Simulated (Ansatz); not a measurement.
The system is NiMoIrPdW.

```
Ni Mo Pd Ir W
1.0
     2.34460   -1.43138    0.00906
     2.34460    1.43138    0.00906
    -2.20600    0.00000   10.92374
Ni Mo Pd Ir W
1 1 1 1 1
Cartesian
  1.6857 0.0000 3.2343
  -0.5221 0.0000 9.9690
  0.0775 0.0000 5.3638
  3.2778 0.0000 1.1936
  1.6891 0.0000 7.5942
```

The cell was built by a generator and needn't be a form met in nature.

* Program: Ansatz 0.2.0
* Task: relaxation of cell and atoms
* Functional: PBE
* Dispersion: D3(BJ)
* Potentials or basis: Ansatz PAW
* Cutoff: 420 eV (not typed: the program's choice for these potentials)
* k mesh: 8 × 8 × 2
* Occupations: fermi-dirac, width 0.05 eV
* Spin: collinear spin, ferromagnetic start
* Starting moments: [1.0, 1.0, 0.0, 0.6, 0.0] μB

At the start: volume 14.68 Å³/atom.

**Question.** Where does the relaxation end?

**Answer.** It ends after 6 steps and the volume is 14.27 Å³/atom (-2.8 %); space group Cm (No. 8, to 0.05 Å); moment 0.00 μB per cell.

Step by step:
| step | energy change (eV) | largest force (eV/Å) | volume (Å³) |
| --- | --- | --- | --- |
| 1 | 0.0000 | 0.0969 | 73.38 |
| 2 | -0.0476 | 0.0395 | 71.53 |
| 3 | -0.0485 | 0.0350 | 71.34 |
| 4 | -0.0487 | 0.0126 | 71.33 |
| 5 | -0.0487 | 0.0016 | 71.35 |
| 6 | -0.0477 | 0.0016 | 71.35 |

Final structure:
```
Ni Mo Pd Ir W
1.0
     2.33141   -1.40902    0.01541
     2.33141    1.40902    0.01541
    -2.16369    0.00000   10.84558
Ni Mo Pd Ir W
1 1 1 1 1
Direct
  0.49809 0.49809 0.29569
  0.32265 0.32265 0.91192
  0.24574 0.24574 0.49031
  0.75190 0.75190 0.10881
  0.68161 0.68161 0.69327
```

Caveat: the plane-wave basis is chosen anew once the cell has moved, so the energies of steps on either side of that aren't comparable; pairwise dispersion overbinds metals, which lowers pressure and volume; the starting moments weren't kept.
